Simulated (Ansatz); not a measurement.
**H₃MoNOS₂: how energies converge with the basis set**

The task here is to estimate one member of a computed series from the others.

Method: one geometry, several basis sets; program: Ansatz 0.2.0, Gaussian basis.

Plan: PBE0-D4/def2-SVP; ωB97M-V/def2-SVP; PBE0-D4/def2-QZVPP; ωB97M-V/def2-QZVPP; the functionals' def2-TZVPP values are taken from earlier runs.

## The geometry

The geometry comes from an earlier relaxation with PBE0-D4 in a triple-zeta def2 set; it is a stationary point, not always the lowest conformer. Mo takes the def2 core potential; no spin-orbit term is included.

SMILES `[NH2][Mo]([OH])(=[S])=[S]`, 8 atoms, charge 0, spin multiplicity 1.

Atoms are counted from 1 here; the program's logs count them from 0.

Bond lengths: N1–Mo2 1.907 Å, N1–H6 1.009 Å, N1–H7 1.009 Å, Mo2–O3 1.870 Å, Mo2–S4 2.102 Å, Mo2–S5 2.102 Å, O3–H8 0.961 Å. Angles: Mo2–N1–H6 123.4°, Mo2–N1–H7 123.7°, H6–N1–H7 112.3°, N1–Mo2–O3 110.4°, N1–Mo2–S4 107.6°, N1–Mo2–S5 107.8°, O3–Mo2–S4 110.4°, O3–Mo2–S5 108.9°, S4–Mo2–S5 111.7°, Mo2–O3–H8 120.5°.

Coordinates:

```
N    -0.96551    0.99525    0.28330
Mo    0.41991   -0.14869   -0.35722
O     1.06003   -1.23576    1.02354
S    -0.38970   -1.32433   -1.89990
S     1.98917    1.06781   -1.04835
H    -0.80201    1.93574    0.61031
H    -1.94862    0.78443    0.20028
H     0.72883   -2.13164    1.13225
```

The first run:

in.yaml reads:

```yaml
crystal:
  periodic: [false, false, false]
  atoms:
    - {symbol: N, position_ang: [-0.965509, 0.995246, 0.283295]}
    - {symbol: Mo, position_ang: [0.419908, -0.148688, -0.357221]}
    - {symbol: O, position_ang: [1.060027, -1.235758, 1.023535]}
    - {symbol: S, position_ang: [-0.389695, -1.324333, -1.899899]}
    - {symbol: S, position_ang: [1.989165, 1.067813, -1.048351]}
    - {symbol: H, position_ang: [-0.802010, 1.935736, 0.610309]}
    - {symbol: H, position_ang: [-1.948618, 0.784428, 0.200282]}
    - {symbol: H, position_ang: [0.728831, -2.131643, 1.132249]}
basis:
  gaussian: {orbitals: def2-SVP}
hamiltonian: {xc: pbe0, dispersion: d4}
output: {orbitals: {seedname: orbitals}}
```

Launch:

```console
ansatz run in.yaml --threads 4 --pin off --events-out ev --progress --plain --max-ram 10444MiB
```

Steps of the session up to this table: PBE0-D4 in def2-SVP; ωB97M-V in def2-SVP; PBE0-D4 in def2-QZVPP; ωB97M-V in def2-QZVPP.

One table of the session follows, with a row left open; its other results are not shown here.

It belongs to the step «Density functionals: the series». 

```
functional       basis  HOMO (eV)  LUMO (eV)
   PBE0-D4    def2-SVP      -7.16      -2.96
   PBE0-D4  def2-TZVPP      -7.20      -3.03
   PBE0-D4  def2-QZVPP          ?          ?
   ωB97M-V    def2-SVP      -9.11      -0.94
   ωB97M-V  def2-TZVPP      -9.18      -1.07
   ωB97M-V  def2-QZVPP      -9.21      -1.11
```

Estimate the missing values for PBE0-D4, def2-QZVPP.

As computed: HOMO (eV): -7.22; LUMO (eV): -3.05. In the column «HOMO (eV)» it lies between ωB97M-V, def2-SVP (-9.11) and PBE0-D4, def2-TZVPP (-7.20).
